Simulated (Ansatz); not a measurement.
# HBrF (doublet): the correlation ladder at distance Br1–H2 along a hydrogen transfer = 1.321 Å, cc-pVDZ

Aim: climb from Hartree-Fock through coupled cluster and multireference methods for HBrF (doublet) at one geometry and basis, and see what each rung misses.

Computed with Ansatz 0.2.0, Gaussian basis. Level: cc-pVDZ, core rule «outside noble gas», up to 15 orbitals frozen.

Plan: UHF; CCSD(T) on ROHF; CCSD(T) on UHF; BCCD(T) on ROHF; CISD; CCSDT(Q) on ROHF; CCSDT(Q) on UHF; CASSCF and MRCISD+Q, 3 electrons in 3 orbitals; CASSCF and NEVPT2, 3 electrons in 3 orbitals; CASSCF and MRCISD+Q, 15 electrons in 9 orbitals; CASSCF and NEVPT2, 15 electrons in 9 orbitals.

11 further runs of the same task are left out: 10 that didn't finish, 1 set aside as unsound or not needed.

## (1) The geometry

The geometry derives from fragments relaxed apart (PBE0/def2-TZVP) and kept rigid, so it is no stationary point. A hydrogen atom is moved between rigid fragments. No spin-orbit coupling is included. The filled d shell of Br may be among the frozen orbitals whatever the setting's name suggests; the logs give the count.

3 atoms, charge 0, spin multiplicity 2.

Atoms are counted from 1 here; the program's logs count them from 0.

Bond lengths: Br1–H2 1.321 Å.

## (2) UHF

Contents of in.yaml:

```yaml
crystal:
  periodic: [false, false, false]
  atoms:
    - {symbol: Br, position_ang: [0.000000, 0.000000, -1.444667]}
    - {symbol: H, position_ang: [0.000000, 0.000000, -0.123667]}
    - {symbol: F, position_ang: [0.000000, 0.000000, 1.568333]}
basis:
  gaussian: {orbitals: cc-pVDZ}
magnetization: {spin_polarized: true, initial_magnetization: 1}
hamiltonian: {xc: hf}
output: {orbitals: {seedname: orbitals}}
```

The run is started by

```sh
ansatz run in.yaml --threads 1 --pin off --events-out ev --progress --plain --max-ram 2393MiB
```

The runs that follow: CCSD(T) on ROHF; CCSD(T) on UHF; BCCD(T) on ROHF; CISD; CCSDT(Q) on ROHF; CCSDT(Q) on UHF; CASSCF and MRCISD+Q, 3 electrons in 3 orbitals; CASSCF and NEVPT2, 3 electrons in 3 orbitals; CASSCF and MRCISD+Q, 15 electrons in 9 orbitals; CASSCF and NEVPT2, 15 electrons in 9 orbitals.

Q: Predict the results of all the runs planned. Wanted: UCCSDT(Q) below the RHF energy; RMP2 from UCCSDT(Q); UMP2 from UCCSDT(Q); RCCSD from UCCSDT(Q); RCCSD(T) from UCCSDT(Q); UCCSD(T) from UCCSDT(Q); RCCSDT(Q) from UCCSDT(Q); NEVPT2 pair from UCCSDT(Q); MRCISD+Q pair from UCCSDT(Q).

**Answer**, as computed:

| quantity | value |
| --- | --- |
| UCCSDT(Q) below the RHF energy | -8.1969 eV |
| RMP2 from UCCSDT(Q) | +18.83 kcal/mol |
| UMP2 from UCCSDT(Q) | +18.87 kcal/mol |
| RCCSD from UCCSDT(Q) | +2.50 kcal/mol |
| RCCSD(T) from UCCSDT(Q) | +0.44 kcal/mol |
| UCCSD(T) from UCCSDT(Q) | +0.42 kcal/mol |
| RCCSDT(Q) from UCCSDT(Q) | +0.02 kcal/mol |
| NEVPT2 pair from UCCSDT(Q) | +18.83 kcal/mol |
| MRCISD+Q pair from UCCSDT(Q) | +0.69 kcal/mol |
| NEVPT2 valence from UCCSDT(Q) | +35.54 kcal/mol |
| levels within 1 kcal/mol (43 meV) | RCCSD(T), UCCSD(T), BCCD(T), RCCSDT, UCCSDT, RCCSDT(Q), MRCISD+Q pair, MRCISD+Q valence |
| T1 diagnostic | 0.013 |
| effectively unpaired electrons | 1.00 |

**Reading.** RCCSD(T) misses by +0.44 kcal/mol, 0.2 % of the correlation energy. One determinant dominates. Of the multireference levels listed MRCISD+Q pair comes nearest in total energy (+0.69 kcal/mol), which doesn't show that its space is the better one. Coupled cluster took another determinant than the lowest Hartree-Fock one. These misses are within one basis, not against nature; the frozen cores of restricted and unrestricted runs differ, which can shift their rows.
